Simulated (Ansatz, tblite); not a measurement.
**[(OH)2Al]2NH (Al2H5NO4): a ladder of methods and basis sets**

The task here is to estimate one member of a computed series from the others.

Computed with Ansatz 0.2.0, Gaussian basis. Level: as each input shows.

Plan: GFN1-xTB, GFN2-xTB, PBE-D4/def2-TZVP, r2SCAN-D4/def2-TZVP, LDA/def2-TZVP, LC-ωPBE/def2-TZVP, r2SCANh-D4/def2-TZVP, PBE-D4/def2-SVP, PBE0-D4/def2-SVP, HF/6-31G, B3LYP-D4/6-31G, CCSD(T)/def2-SVP, MP2/def2-TZVP, RPA/def2-TZVP.

2 further runs of the same task are left out: 2 set aside as unsound or not needed.

### The relaxed structure

The singlet was relaxed beforehand with B3LYP-D4/def2-SVP.

12 atoms, charge 0, spin multiplicity 1.

Bond lengths: Al1–O2 1.721 Å, Al1–O3 1.721 Å, Al1–N4 1.872 Å, Al1–O6 1.982 Å, O2–H8 0.960 Å, O3–H9 0.960 Å, N4–Al5 1.740 Å, N4–H10 1.011 Å, Al5–O6 1.774 Å, Al5–O7 1.685 Å, O6–H11 0.960 Å, O7–H12 0.959 Å. Angles: O2–Al1–O3 112.0°, O2–Al1–N4 120.6°, O2–Al1–O6 108.1°, O3–Al1–N4 120.4°, O3–Al1–O6 108.2°, N4–Al1–O6 81.2°, Al1–O2–H8 122.4°, Al1–O3–H9 122.2°, Al1–N4–Al5 96.3°, Al1–N4–H10 129.1°, Al5–N4–H10 134.6°, N4–Al5–O6 91.1°, N4–Al5–O7 149.5°, O6–Al5–O7 119.3°, Al1–O6–Al5 91.4°, Al1–O6–H11 129.8°, Al5–O6–H11 138.8°, Al5–O7–H12 131.6°.

PBE0-D4/def2-TZVP was run before; its log isn't repeated, and its numbers join the tables.

The first run:

Tight binding, by tblite at 300 K electronic temperature and without a spin-polarisation term:

```python
tblite.interface.Calculator('GFN1-xTB', numbers, positions, charge=0, uhf=0).singlepoint()
```

Tight binding, by tblite at 300 K electronic temperature and without a spin-polarisation term:

```python
tblite.interface.Calculator('GFN2-xTB', numbers, positions, charge=0, uhf=0).singlepoint()
```

start.molden holds the orbitals of an earlier run on this state, given as this run's starting guess.

in.yaml

```yaml
crystal:
  periodic: [false, false, false]
  atoms:
    - {symbol: Al, position_ang: [0.531183, 0.800006, 0.761685]}
    - {symbol: O, position_ang: [-0.369516, 1.981432, 1.630246]}
    - {symbol: O, position_ang: [2.065857, 0.502382, 1.481385]}
    - {symbol: N, position_ang: [0.293774, 0.589086, -1.083258]}
    - {symbol: Al, position_ang: [-0.604427, -0.898100, -0.991301]}
    - {symbol: O, position_ang: [-0.498113, -0.893493, 0.779358]}
    - {symbol: O, position_ang: [-1.413803, -2.156351, -1.766499]}
    - {symbol: H, position_ang: [-1.063384, 2.502347, 1.220307]}
    - {symbol: H, position_ang: [2.807094, 0.155178, 0.980396]}
    - {symbol: H, position_ang: [0.612175, 1.180137, -1.838820]}
    - {symbol: H, position_ang: [-0.786096, -1.429523, 1.522214]}
    - {symbol: H, position_ang: [-1.574735, -2.333101, -2.695703]}
basis:
  gaussian: {orbitals: def2-TZVP, initial_orbitals: start.molden}
hamiltonian: {xc: pbe, dispersion: d4}
scf: {omitted_lower_state_checks: [starts]}
output: {orbitals: {seedname: orbitals}}
```

Launch:

```
$ ansatz run in.yaml --threads 2 --pin off --events-out ev --progress --plain --max-ram 32768MiB --backend cpu
```

Among the steps run: PBE-D4/def2-TZVP; r2SCAN-D4/def2-TZVP; LDA/def2-TZVP; LC-ωPBE/def2-TZVP; r2SCANh-D4/def2-TZVP; PBE-D4/def2-SVP; PBE0-D4/def2-SVP; HF/6-31G; B3LYP-D4/6-31G; CCSD(T)/def2-SVP; MP2/def2-TZVP; RPA/def2-TZVP.

One of the session's tables, all rows but one given; the rest of the session is left out.

It belongs to the step «Binding energy». 

| method | binding an atom (eV) |
| --- | --- |
| HF/6-31G | 2.423 |
| HF/def2-SVP | 2.819 |
| HF/def2-TZVP | 2.824 |
| LDA/def2-TZVP | 4.756 |
| PBE-D4/def2-SVP | 4.170 |
| PBE-D4/def2-TZVP | 4.183 |
| r2SCAN-D4/def2-TZVP | 4.142 |
| r2SCANh-D4/def2-TZVP | 4.095 |
| B3LYP-D4/6-31G | 3.719 |
| PBE0-D4/def2-SVP | 4.044 |
| PBE0-D4/def2-TZVP | 4.063 |
| LC-ωPBE/def2-TZVP | ? |
| MP2/def2-SVP | 3.965 |
| MP2/def2-TZVP | 4.138 |
| CCSD/def2-SVP | 3.792 |
| CCSD(T)/def2-SVP | 3.832 |

Q: Estimate the row for LC-ωPBE/def2-TZVP from the others.

The run gave: binding an atom (eV): 4.115. In the column «binding an atom (eV)» it lies between r2SCANh-D4/def2-TZVP (4.095) and MP2/def2-TZVP (4.138).

Limits of these values: Free atoms were run apart at each level; binding is atoms less cluster, divided by the number of atoms, without zero-point or spin-orbit terms.
